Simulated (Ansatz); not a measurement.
# SVWN5/cc-pVTZ run of AsH3 (SMILES [AsH3])

Aim: the electronic atomisation energy of AsH3 at SVWN5/cc-pVTZ, from 3 runs. 

The calculation is run with Ansatz 0.2.0.

35 further runs of the same task are left out: 1 that didn't finish, 34 set aside as unsound or not needed.

**1. Starting point**

AsH3: 4 atoms, total charge 0, spin state singlet. SMILES: `[AsH3]`. The shape is that of a PBE0-D4/def2-TZVP optimisation.

Bond lengths: As1–H2 1.522 Å, As1–H3 1.522 Å, As1–H4 1.522 Å. Angles: H2–As1–H3 92.0°, H2–As1–H4 92.0°, H3–As1–H4 92.0°.

**2. A single-point energy at SVWN5/cc-pVTZ**

The input, input.yaml:

```yaml
crystal:
  periodic: [false, false, false]
  atoms:
    - symbol: As
      position_ang: [-0.215800, 0.487600, -0.346000]
    - symbol: H
      position_ang: [0.349900, 0.630300, 1.059400]
    - symbol: H
      position_ang: [-1.068000, -0.705500, 0.061100]
    - symbol: H
      position_ang: [0.933900, -0.412500, -0.774500]
basis:
  gaussian: {orbitals: cc-pVTZ}
hamiltonian: {xc: {name: SVWN5}}
accuracy: high
output: {orbitals: {seedname: orbitals}}
```

The run is started by

```
$ ansatz run input.yaml --threads 1 --pin off --max-ram 3480MiB --events-out events.jsonl --progress --plain --runs-dir runs
```

The log of the run:

```text
Warning: RAYON_NUM_THREADS=1 ignored (pool sized by the plan → 1); use --threads N
Functional definition: SVWN5
  name "SVWN5"
  exchange = slater_x
  correlation = vwn5_c
1362 factors; integrals over basis functions are off by at most 4.0e-9 eV
mean field evaluation 1: about -60800.1363 eV, gradient 1.7e1 eV
mean field evaluation 2: about -60800.6275 eV, gradient 9.9e0 eV
mean field evaluation 4: about -60800.8946 eV, gradient 2.9e-1 eV
mean field evaluation 8: about -60800.8863 eV, gradient 3.2e-2 eV
mean field evaluation 16: about -60800.8863 eV, gradient 2.9e-7 eV
mean field -60800.88630071 eV, -2234.3913592303 hartree, gradient 1.1e-8 eV, S^2 0.000000; 0 other end points of the search recorded, 0 dependent functions left out
reference -60800.88630339 eV, -2234.3913593288 hartree; 18, 18 occupied and 67, 67 virtual orbitals, 1362 factors
Total energy: -60800.88630339 eV, -2234.3913593288 hartree
```

Wall time 4.5 s (1 thread of Intel Xeon Platinum 8175M at 2.50GHz (Skylake/Cascade Lake), shared host); peak memory 0.17 GiB.

**3. The As atom**

The input, run.yaml:

```yaml
basis:
  gaussian:
    orbitals: cc-pVTZ
crystal:
  periodic: [false, false, false]
  atoms:
    - symbol: As
      position_ang: [0.000000, 0.000000, 0.000000]
magnetization:
  spin_polarized: true
  initial_magnetization: 3
hamiltonian:
  xc: {name: SVWN5}
accuracy: high
```

The run is started by

```
$ ansatz run run.yaml --threads 1 --pin off --max-ram 3480MiB --events-out events.jsonl --progress --plain --runs-dir runs
```

The log of the run:

```text
Warning: RAYON_NUM_THREADS=1 ignored (pool sized by the plan → 1); use --threads N
[... 4 set-up lines as earlier in the session ...]
424 factors; integrals over basis functions are off by at most 3.8e-9 eV
mean field evaluation 1: about -60750.8238 eV, gradient 6.9e0 eV
mean field evaluation 2: about -60750.9327 eV, gradient 3.7e0 eV
mean field evaluation 4: about -60750.9610 eV, gradient 3.0e-2 eV
mean field evaluation 8: about -60750.9606 eV, gradient 8.2e-5 eV
mean field -60750.96064989 eV, -2232.5566254035 hartree, gradient 5.4e-8 eV, S^2 3.750429; 0 other end points of the search recorded, 0 dependent functions left out
reference -60750.96065154 eV, -2232.5566254641 hartree; 18, 15 occupied and 25, 28 virtual orbitals, 424 factors
Total energy: -60750.96065154 eV, -2232.5566254641 hartree
```

It took 1.2 s on 1 thread of Intel Xeon Platinum 8175M at 2.50GHz (Skylake/Cascade Lake), shared host; peak memory 0.1 GiB.

**4. The H atom**

The input, job.yaml:

```yaml
basis:
  gaussian:
    orbitals: cc-pVTZ
crystal:
  periodic: [false, false, false]
  atoms:
    - {symbol: H, position_ang: [0.000000, 0.000000, 0.000000]}
magnetization:
  spin_polarized: true
  initial_magnetization: 1
hamiltonian:
  xc: {name: SVWN5}
accuracy: high
```

Run the same way, it converges to -0.47835 Eh (log not shown).

**5. What came out**

At SVWN5/cc-pVTZ:

| quantity | value |
| --- | --- |
| molecule: total energy | -2234.39136 Eh |
| molecule: HOMO energy | -6.82 eV |
| molecule: LUMO energy | -0.39 eV |
| molecule: HOMO–LUMO gap | 6.43 eV |
| As atom: total energy | -2232.55663 Eh |
| As atom: ⟨S²⟩ | 3.750 |
| H atom: total energy | -0.47835 Eh |
| H atom: ⟨S²⟩ | 0.750 |
| electronic atomisation energy | 10.876 eV |

**Reading.** Taking the molecule apart into free atoms costs 10.88 eV (1049 kJ/mol), before zero-point energy and without spin-orbit coupling.
